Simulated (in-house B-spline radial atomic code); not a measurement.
# Zn⁺: parity violation, electron EDM and field shifts

How strongly does Zn⁺ (core [Ar] 3d10) respond to a weak charge, an electron EDM and a larger nucleus? Each constant is a sum over states, at Dirac-Hartree-Fock, with RPA, and on Brueckner orbitals.

Method: Dirac-Hartree-Fock, RPA and Brueckner orbitals, sums over states, B-spline basis. Code: an in-house B-spline radial atomic code, version 1.

### 1 The atom as given

| Item | Value |
| --- | --- |
| element | zinc (Z = 30) |
| charge | +1 |
| closed core | [Ar] 3d10 |
| nucleus | mass number 64, rms radius 3.928 fm |

### 2 The run and its levels

The run's settings:

```ini
basis_form = 2
Z = 30
core_configuration = [Ar] 3d10
rms_radius = 3.9283
mass_number = 64
speed_of_light = 137.035999084
box_radius = 35.0
lmax = 6
intervals = 67
virtual_cutoff = 1800.0
```

The run is started by

```
$ python run_mb.py task.json out
```

task.json holds these settings.

After this run come: Weak-charge mixing; T-violating constants; Response to the nuclear radius.

What does the calculation give? Wanted: E1; EDM enhancement, 4s1/2; atomic EDM per C_SP and nucleon, 4s1/2; field shift, 4s1/2.

The runs gave:

| quantity | value |
| --- | --- |
| E1 (5s1/2 – 4s1/2) per unit weak charge | 0.0008125 × 10⁻¹¹ e bohr |
| EDM enhancement, 4s1/2 | 6.833 |
| atomic EDM per C_SP and nucleon, 4s1/2 | -0.04032 × 10⁻²⁰ e cm |
| field shift, 4s1/2 | 1.530 GHz/fm² |

**Reading.** The 5s1/2 – 4s1/2 amplitude changes by +4.3 % from DHF to RPA and by -3.7 % more on Brueckner orbitals. The EDM enhancement of 4s1/2 is 6.83, so in that state the EDM exceeds the electron's own. These effects come from s and p1/2 electrons at the nucleus and grow steeply with Z. 4p3/2 has no density at the nucleus, so its DHF field shift is near zero; the RPA value, -0.00222 GHz/fm², comes from the core's response and has the opposite sign to that of the s states. Breit, QED, the neutron skin and higher orders are left out.
